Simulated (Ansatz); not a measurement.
# ZnO (wurtzite type): the cost of one run

Program: Ansatz 0.2.0. Level of theory: DFT, LDA, all-electron LAPW, scalar-relativistic. These are calculated values, not measurements.

### Step 1. The system as given

It takes space group P6_3mc (No. 186, hexagonal). The conventional cell has a = 3.187 Å, b = 3.187 Å, c = 5.153 Å, α = 90.00°, β = 90.00°, γ = 120.00°. Zn (site symmetry 3m) has 4 O at 1.94 to 1.95 Å as nearest neighbours. O (site symmetry 3m) has 4 Zn at 1.94 to 1.95 Å as nearest neighbours.

Coordinates:

```
CELL_PARAMETERS angstrom
-1.59328 2.75964 0.00000
0.00000 0.00000 5.15301
4.77983 2.75964 0.00000
ATOMIC_POSITIONS crystal
Zn 0.50000 0.99883 0.16667
Zn 0.00000 0.99883 0.66667
Zn 0.00000 0.49883 0.33333
Zn 0.50000 0.49883 0.83333
O 0.50000 0.37717 0.16667
O 0.00000 0.37717 0.66667
O 0.00000 0.87717 0.33333
O 0.50000 0.87717 0.83333
```

Atoms are numbered in the order of the input: Zn1, Zn2, Zn3, Zn4, O5, O6, O7, O8.

### Step 2. Bulk in the slab's orientation, LAPW

Contents of input.yaml:

```yaml
crystal:
  lattice:
    - [-1.5932770047, 2.7596367227, 0.0]
    - [0.0, 0.0, 5.1530062734]
    - [4.7798310141, 2.7596367226, 0.0]
  atoms:
    - { symbol: Zn, position: [0.5, 0.998826915, 0.166666667] }
    - { symbol: Zn, position: [0.0, 0.998826915, 0.666666667] }
    - { symbol: Zn, position: [0.0, 0.498826915, 0.333333333] }
    - { symbol: Zn, position: [0.5, 0.498826915, 0.833333333] }
    - { symbol: O, position: [0.5, 0.377173085, 0.166666667] }
    - { symbol: O, position: [0.0, 0.377173085, 0.666666667] }
    - { symbol: O, position: [0.0, 0.877173085, 0.333333333] }
    - { symbol: O, position: [0.5, 0.877173085, 0.833333333] }
kpoints:
  mp_grid: { grid: [9, 6, 6] }
scf:
  occupations: { method: fermi_dirac, width: 0.02 }
hamiltonian:
  xc: lda
  pseudopotentials: { kind: all_electron, lapw: { basis_error: 0.001 } }
output:
  forces: true
  stress: true
  eigenvalues: true
```

Launch:

```bash
$ ansatz run input.yaml --threads 3 --pin off --max-ram 8192MiB --backend cpu --events-out ev --progress --plain --runs-dir out
```

What time and memory should one allow on 3 threads of Arm Neoverse V1, shared host?

About 3.7 min, with a peak of 1.5 GiB.
